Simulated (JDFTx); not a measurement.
# CSKH3 in JDFTx: single point with PBEsol

Aim: the single point of CSKH3 with PBEsol.

All numbers are computed with JDFTx 1.7.0 (patched build); they aren't measurements. Logs are shortened: lines on timing, memory, paths and dates and some standing lists are left out, and cuts for length are marked. The log counts tension as positive stress, the text compression.

### Step 1. Starting point

The cell holds a molecule in a box, 6 atoms: a = 13.000 Å, b = 12.000 Å, c = 12.000 Å, α = 90.00°, β = 90.00°, γ = 90.00°.

### Step 2. Single point, PBEsol

Contents of KH3CS.in:

```
include KH3CS.lattice
coords-type Lattice
include KH3CS.ionpos

ion-species pseudo/C.upf
ion-species pseudo/S.upf
ion-species pseudo/K.upf
ion-species pseudo/H.upf
elec-cutoff 41
elec-ex-corr gga-PBEsol
kpoint-folding 1 1 1
elec-n-bands 11
electronic-minimize nIterations 100 energyDiffThreshold 1e-07
coulomb-interaction Isolated
coulomb-truncation-embed 0.501000 0.501750 0.502833
core-overlap-check none
forces-output-coords Cartesian

dump-name run.$VAR
dump End Ecomponents EigStats BandEigs Kpoints Forces Dipole ElecDensity Dtot KEdensity
```

Contents of KH3CS.lattice:

```
lattice \
   24.5664396201     0.0000000000     0.0000000000 \
    0.0000000000    22.6767134955     0.0000000000 \
    0.0000000000     0.0000000000    22.6767134955
```

Contents of KH3CS.ionpos:

```
ion C      0.4314423100     0.5567583300     0.4475291700 1
ion S      0.4596500000     0.4168583300     0.4972041700 1
ion K      0.6438884600     0.3871583300     0.6158125000 1
ion H      0.3581115400     0.5564666700     0.4030625000 1
ion H      0.4902346200     0.5869833300     0.3898541700 1
ion H      0.4249346200     0.6163416700     0.5160541700 1
```

Potentials or basis: PseudoDojo-SR-PBEsol-0.4.1-standard with smoothed tails.

Command:

```
jdftx -c 1 -i KH3CS.in -o KH3CS.out
```

The program printed:

```text
*************** JDFTx 1.7.0 (patched build) ***************

Input parsed successfully to the following command list (including defaults):
[... the input with its defaults ...]

---------- Setting up symmetries ----------

Found 16 point-group symmetries of the bravais lattice
Found 1 space-group symmetries with basis
Applied RMS atom displacement 0 bohrs to make symmetries exact.

---------- Initializing the Grid ----------
R =
[      24.5664            0            0  ]
[            0      22.6767            0  ]
[            0            0      22.6767  ]
unit cell volume = 12632.9
G =
[   0.255763          0          0  ]
[          0   0.277077          0  ]
[          0          0   0.277077  ]
Minimum fftbox size, Smin = [  144  132  132  ]
Chosen fftbox size, S = [  144  140  140  ]

---------- Exchange Correlation functional ----------
Initalized PBEsol GGA exchange.
Initalized PBEsol GGA correlation.

---------- Setting up pseudopotentials ----------
Width of ionic core gaussian charges (only for fluid interactions / plotting) set to 0

Reading pseudopotential file 'pseudo/C.upf':
  'C' pseudopotential, 'PBESOL' functional
  Generated using ONCVPSP code by D. R. Hamann
  4 valence electrons, 2 orbitals, 4 projectors, 1001 radial grid points, with lMax = 1
    2S    l: 0   occupation:  2.0   eigenvalue: -0.501565
    2P    l: 1   occupation:  2.0   eigenvalue: -0.192331
  Core radius for overlap checks: 1.21 bohrs.

Reading pseudopotential file 'pseudo/S.upf':
  'S' pseudopotential, 'PBESOL' functional
  Generated using ONCVPSP code by D. R. Hamann
  6 valence electrons, 2 orbitals, 6 projectors, 1001 radial grid points, with lMax = 2
    3S    l: 0   occupation:  2.0   eigenvalue: -0.631879
    3P    l: 1   occupation:  4.0   eigenvalue: -0.256451
  Core radius for overlap checks: 1.58 bohrs.

Reading pseudopotential file 'pseudo/K.upf':
  'K' pseudopotential, 'PBESOL' functional
  Generated using ONCVPSP code by D. R. Hamann
  9 valence electrons, 3 orbitals, 6 projectors, 1001 radial grid points, with lMax = 2
    3S    l: 0   occupation:  2.0   eigenvalue: -1.296039
    3P    l: 1   occupation:  6.0   eigenvalue: -0.690783
    4S    l: 0   occupation:  1.0   eigenvalue: -0.084574
  WARNING: large normalization error in atomic orbital 2s (integral: 0.981092).
  Core radius for overlap checks: 1.56 bohrs.

Reading pseudopotential file 'pseudo/H.upf':
  'H' pseudopotential, 'PBESOL' functional
  Generated using ONCVPSP code by D. R. Hamann
  1 valence electrons, 1 orbitals, 3 projectors, 1001 radial grid points, with lMax = 1
    1S    l: 0   occupation:  1.0   eigenvalue: -0.232696
  Core radius for overlap checks: 0.96 bohrs.

Initialized 4 species with 6 total atoms.

Folded 1 k-points by 1x1x1 to 1 k-points.

---------- Setting up k-points, bands, fillings ----------
No reducable k-points.
Computing the number of bands and number of electrons
Calculating initial fillings.
nElectrons:  22.000000   nBands: 11   nStates: 1

----- Setting up reduced wavefunction bases (one per k-point) -----
average nbasis = 158411.000 , ideal nbasis = 158406.219

---------- Setting up coulomb interaction ----------
Setting up double-sized grid for truncated Coulomb potentials:
R =
[      49.1329            0            0  ]
[            0      45.3534            0  ]
[            0            0      45.3534  ]
unit cell volume = 101063
G =
[   0.127881          0          0  ]
[          0   0.138538          0  ]
[          0          0   0.138538  ]
Chosen fftbox size, S = [  288  280  280  ]
Integer grid location selected as the embedding center:
   Grid: [  72  70  70  ]
   Lattice: [  0.501  0.50175  0.502833  ]
   Cartesian: [  12.3078  11.378  11.4026  ]
Constructing Wigner-Seitz cell: 6 faces (6 quadrilaterals, 0 hexagons)
Range-separation parameter for embedded mesh potentials due to point charges: 0.521075 bohrs.
Constructing Wigner-Seitz cell: 6 faces (6 quadrilaterals, 0 hexagons)
Gaussian width for range separation: 2.38943 bohrs.
FFT grid for long-range part: [ 288 280 280 ].
Planning fourier transform ... Done.
Computing truncated long-range part in real space ... Done.
Adding short-range part in reciprocal space ... Done.

---------- Allocating electronic variables ----------
Initializing wave functions:  linear combination of atomic orbitals
C pseudo-atom occupations:   s ( 2 )  p ( 2 )
S pseudo-atom occupations:   s ( 2 )  p ( 4 )
K pseudo-atom occupations:   s ( 2 1 )  p ( 6 )
H pseudo-atom occupations:   s ( 1 )
	FillingsUpdate:  mu: -0.004271406  nElectrons: 22.000000
LCAOMinimize: Iter:   0  Etot: -45.8117379588215101  |grad|_K:  1.971e-02  alpha:  1.000e+00
	FillingsUpdate:  mu: -0.013559740  nElectrons: 22.000000
LCAOMinimize: Iter:   1  Etot: -45.8265532646996618  |grad|_K:  1.531e-02  alpha:  1.463e-01  linmin: -2.650e-01  cgtest:  9.496e-01
LCAOMinimize: Encountered beta<0, resetting CG.
[... 7 lines of inner loops ...]
	FillingsUpdate:  mu: -0.031803605  nElectrons: 22.000000
LCAOMinimize: Iter:   3  Etot: -45.8437194799656424  |grad|_K:  9.467e-03  alpha:  2.356e-01  linmin: -1.781e-01  cgtest:  8.427e-01
LCAOMinimize: Encountered beta<0, resetting CG.
LCAOMinimize: None of the convergence criteria satisfied after 3 iterations.

-------- Electronic minimization -----------
ElecMinimize: Iter:   0  Etot: -45.843719479965756  |grad|_K:  3.651e-04  alpha:  1.000e+00
ElecMinimize: Iter:   1  Etot: -46.030388279295821  |grad|_K:  1.737e-04  alpha:  8.045e-01  linmin: -3.002e-03
ElecMinimize: Iter:   2  Etot: -46.061434606587838  |grad|_K:  9.417e-05  alpha:  5.893e-01  linmin: -3.694e-04
ElecMinimize: Iter:   3  Etot: -46.076208004444609  |grad|_K:  5.797e-05  alpha:  9.584e-01  linmin:  5.758e-03
ElecMinimize: Iter:   4  Etot: -46.081996191468590  |grad|_K:  4.094e-05  alpha:  9.946e-01  linmin:  6.541e-04
ElecMinimize: Iter:   5  Etot: -46.083996481807930  |grad|_K:  2.490e-05  alpha:  6.849e-01  linmin:  4.443e-06
ElecMinimize: Iter:   6  Etot: -46.085208905446294  |grad|_K:  1.683e-05  alpha:  1.124e+00  linmin:  2.903e-03
ElecMinimize: Iter:   7  Etot: -46.085676558351096  |grad|_K:  1.236e-05  alpha:  9.509e-01  linmin:  2.588e-04
ElecMinimize: Iter:   8  Etot: -46.085888987850680  |grad|_K:  9.009e-06  alpha:  7.987e-01  linmin:  5.279e-05
ElecMinimize: Iter:   9  Etot: -46.085999172799831  |grad|_K:  6.403e-06  alpha:  7.791e-01  linmin:  8.797e-05
ElecMinimize: Iter:  10  Etot: -46.086053777680490  |grad|_K:  4.037e-06  alpha:  7.643e-01  linmin:  1.293e-04
ElecMinimize: Iter:  11  Etot: -46.086083104560203  |grad|_K:  2.552e-06  alpha:  1.033e+00  linmin: -1.554e-05
ElecMinimize: Iter:  12  Etot: -46.086094409210574  |grad|_K:  1.927e-06  alpha:  9.959e-01  linmin: -7.228e-05
ElecMinimize: Iter:  13  Etot: -46.086100023113502  |grad|_K:  1.409e-06  alpha:  8.676e-01  linmin: -8.433e-06
ElecMinimize: Iter:  14  Etot: -46.086103342904948  |grad|_K:  1.044e-06  alpha:  9.602e-01  linmin: -1.871e-05
ElecMinimize: Iter:  15  Etot: -46.086105391953637  |grad|_K:  8.381e-07  alpha:  1.079e+00  linmin:  1.366e-05
ElecMinimize: Iter:  16  Etot: -46.086106483512850  |grad|_K:  6.019e-07  alpha:  8.918e-01  linmin: -5.125e-06
ElecMinimize: Iter:  17  Etot: -46.086107159492549  |grad|_K:  4.648e-07  alpha:  1.071e+00  linmin:  1.500e-06
ElecMinimize: Iter:  18  Etot: -46.086107505246147  |grad|_K:  3.939e-07  alpha:  9.186e-01  linmin:  5.811e-06
ElecMinimize: Iter:  19  Etot: -46.086107715299534  |grad|_K:  2.927e-07  alpha:  7.771e-01  linmin:  5.505e-06
ElecMinimize: Iter:  20  Etot: -46.086107863469735  |grad|_K:  2.220e-07  alpha:  9.922e-01  linmin: -6.153e-06
ElecMinimize: Iter:  21  Etot: -46.086107943548775  |grad|_K:  1.691e-07  alpha:  9.321e-01  linmin: -4.971e-06
ElecMinimize: Iter:  22  Etot: -46.086107990496885  |grad|_K:  1.148e-07  alpha:  9.423e-01  linmin:  3.179e-05
ElecMinimize: Converged (|Delta Etot|<1.000000e-07 for 2 iters).
Setting wave functions to eigenvectors of Hamiltonian

# Ionic positions in lattice coordinates:
ion C   0.431442310000000   0.556758330000000   0.447529170000000 1
ion S   0.459650000000000   0.416858330000000   0.497204170000000 1
ion K   0.643888460000000   0.387158330000000   0.615812500000000 1
ion H   0.358111540000000   0.556466670000000   0.403062500000000 1
ion H   0.490234620000000   0.586983330000000   0.389854170000000 1
ion H   0.424934620000000   0.616341670000000   0.516054170000000 1

# Forces in Cartesian coordinates:
force C   0.001885009025381  -0.003005182821179   0.001693588195130 1
force S   0.002887388847001  -0.002271900535410   0.002150491336536 1
force K  -0.003184942974684   0.000742770372476  -0.001950404003438 1
force H  -0.004833631718103  -0.000510080733497  -0.002585276997429 1
force H   0.003702018167779   0.001609302233894  -0.003380417908773 1
force H  -0.000463809689634   0.003366786311442   0.004082576288781 1

# Energy components:
   Eewald =       35.8294632887767648
       EH =       73.3619671279742533
     Eloc =     -170.5126055662381930
      Enl =        5.1779722231809098
      Exc =      -12.6262112561494035
 Exc_core =        2.6762183500421126
       KE =       20.0070878419166824
-------------------------------------
     Etot =      -46.0861079904968847

IonicMinimize: Iter:   0  Etot: -46.086107990496885  |grad|_K:  2.732e-03
IonicMinimize: None of the convergence criteria satisfied after 0 iterations.

#--- Lowdin population analysis ---
# oxidation-state C -0.536
# oxidation-state S -0.622
# oxidation-state K +0.844
# oxidation-state H +0.209 +0.192 +0.192

Dumping 'run.eigStats' ...
	eMin: -1.289587 at state 0 ( [ +0.000000 +0.000000 +0.000000 ] spin 0 )
	HOMO: -0.122409 at state 0 ( [ +0.000000 +0.000000 +0.000000 ] spin 0 )
	mu  : unavailable
	LUMO: unavailable
	eMax: -0.122409 at state 0 ( [ +0.000000 +0.000000 +0.000000 ] spin 0 )
	HOMO-LUMO gap: unavailable
	Optical gap  : unavailable
Done!
[note: without smearing the FillingsUpdate lines are those of the first guess, not of the final state]
```

It took 4.1 min on 1 thread of Arm Neoverse V1, shared host; peak memory 1.2 GiB.

Results:

```
Free energy     : -1254.0669 eV
Largest force   : 0.283 eV/Å
Loewdin charges : C -0.54; S -0.62; K +0.84; H +0.21, +0.19 e
```

Forces on the atoms (eV/Å):
```
C    0.097 -0.155  0.087
S    0.148 -0.117  0.111
K   -0.164  0.038 -0.100
H   -0.249 -0.026 -0.133
H    0.190  0.083 -0.174
H   -0.024  0.173  0.210
```

Caveat: forces may be off by hundredths of an eV/Å.
